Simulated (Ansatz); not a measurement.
# CH6BFOSi: a ladder of functionals and wavefunction methods

How much do the methods differ for CH6BFOSi? The plan is to run it at one geometry with functionals of several rungs and with coupled cluster. The yardstick is the atomisation energy at the CCSD(T) limit.

The runs use Ansatz 0.2.0, Gaussian basis; functionals in def2-TZVPP, the program's frozen cores in correlated methods.

The runs, in order: LDA (SPW92), PBE-D4, revPBE-D4, BLYP-D4, r2SCAN-D4, B97M-V, PBE0-D4, B3LYP-D4, r2SCANh-D4, r2SCAN0-D4, HSE06-D4, BHLYP-D4, CAM-B3LYP-D4, LC-ωPBE, ωB97X-V, ωB97M-V, B2PLYP, PBE-QIDH; CCSD(T)/def2-SVP; CCSD(T)/def2-TZVPP; MP2/def2-QZVPP; extrapolation to the limit; RPA on PBE.

### Step 1. The geometry

All runs share one geometry, relaxed beforehand with PBE0-D4 in a triple-zeta def2 set.

11 atoms, charge 0, spin multiplicity 1.

Atoms are counted from 1 here; the program's logs count them from 0.

Bond lengths: O1–Si2 1.645 Å, O1–H6 0.959 Å, Si2–C3 1.886 Å, Si2–H7 1.489 Å, Si2–H8 1.481 Å, C3–B4 1.538 Å, C3–H9 1.096 Å, C3–H10 1.093 Å, B4–F5 1.336 Å, B4–H11 1.199 Å. Angles: Si2–O1–H6 117.8°, O1–Si2–C3 110.5°, O1–Si2–H7 111.6°, O1–Si2–H8 106.2°, C3–Si2–H7 109.0°, C3–Si2–H8 110.4°, H7–Si2–H8 109.1°, Si2–C3–B4 109.3°, Si2–C3–H9 104.6°, Si2–C3–H10 107.6°, B4–C3–H9 112.3°, B4–C3–H10 112.7°, H9–C3–H10 110.0°, C3–B4–F5 118.8°, C3–B4–H11 125.1°, F5–B4–H11 116.0°.

### Step 2. LDA

This LDA is Slater exchange with PW92 correlation.

Input file in.yaml:

```yaml
crystal:
  periodic: [false, false, false]
  atoms:
    - {symbol: O, position_ang: [-1.910946, -0.181874, 0.740219]}
    - {symbol: Si, position_ang: [-0.450061, -0.934867, 0.680180]}
    - {symbol: C, position_ang: [0.908601, 0.296156, 0.239496]}
    - {symbol: B, position_ang: [0.669949, 0.826696, -1.184652]}
    - {symbol: F, position_ang: [-0.296981, 1.727795, -1.382527]}
    - {symbol: H, position_ang: [-2.122318, 0.440093, 0.041657]}
    - {symbol: H, position_ang: [-0.443872, -2.041171, -0.317009]}
    - {symbol: H, position_ang: [-0.219982, -1.497492, 2.031184]}
    - {symbol: H, position_ang: [0.824002, 1.083787, 0.996477]}
    - {symbol: H, position_ang: [1.867073, -0.219457, 0.342946]}
    - {symbol: H, position_ang: [1.239934, 0.443434, -2.167471]}
basis:
  gaussian: {orbitals: def2-TZVPP}
hamiltonian: {xc: lda}
output: {orbitals: {seedname: orbitals}}
```

On the command line:

```bash
$ ansatz run in.yaml --threads 4 --pin off --events-out ev --progress --plain --max-ram 10444MiB
```

Further steps of the session: PBE-D4 (GGA); revPBE-D4 (GGA); BLYP-D4 (GGA); r2SCAN-D4 (meta-GGA); B97M-V (meta-GGA); B3LYP-D4 (hybrid); r2SCANh-D4 (hybrid); r2SCAN0-D4 (hybrid); HSE06-D4 (hybrid); BHLYP-D4 (hybrid); CAM-B3LYP-D4 (range-separated); LC-ωPBE (range-separated); ωB97X-V (range-separated); ωB97M-V (range-separated); B2PLYP (double hybrid); PBE-QIDH (double hybrid); CCSD(T) in def2-SVP; CCSD(T) in def2-TZVPP; MP2 in def2-QZVPP; RPA on PBE orbitals.

Before running them: what should the planned runs give, taken together? Wanted: atomisation energy, CCSD(T)/CBS; farthest beyond LDA; mean size of error, GGA; mean size of error, meta-GGA; mean size of error, hybrid; mean size of error, range-separated; mean size of error, double hybrid; gap, smallest and largest; T1 diagnostic.

As calculated:

| quantity | value |
| --- | --- |
| atomisation energy, CCSD(T)/CBS | 1005.2 kcal/mol |
| functionals within 5.0 kcal/mol (0.5 %) | r2SCAN-D4, B97M-V, PBE0-D4, B3LYP-D4, r2SCANh-D4, HSE06-D4, LC-ωPBE, ωB97X-V, ωB97M-V |
| farthest beyond LDA | BHLYP-D4 (-25.5 kcal/mol) |
| mean size of error, GGA | 9.7 kcal/mol |
| mean size of error, meta-GGA | 2.9 kcal/mol |
| mean size of error, hybrid | 8.3 kcal/mol |
| mean size of error, range-separated | 3.6 kcal/mol |
| mean size of error, double hybrid | 8.4 kcal/mol |
| gap, smallest and largest | 5.19 eV (LDA (SPW92)), 12.82 eV (LC-ωPBE) |
| T1 diagnostic | 0.0122 |
| triples share of the correlation energy | 3.3 % |

LDA overbinds by 131.9 kcal/mol (13 %). PBE-D4 is off by +9.8 kcal/mol. Double hybrids carry the basis error of their MP2 part in triple zeta, and no dispersion term here, so their miss is partly the set-up's. The rungs meta-GGA, range-separated miss on average by less than the doubt on the reference (5.0 kcal/mol), so they tie. The reference freezes the cores and leaves out relativity and excitations past (T), so misses under about 5.0 kcal/mol can't be ranked. Hartree-Fock recovers 76 % of the binding; the rest is correlation. CCSD(T) in def2-SVP is off by -57.2 kcal/mol, more than most functionals: a good method in a small basis is no reference. The gap grows from 5.2 to 12.8 eV across the functionals, mostly with the share of exact exchange.
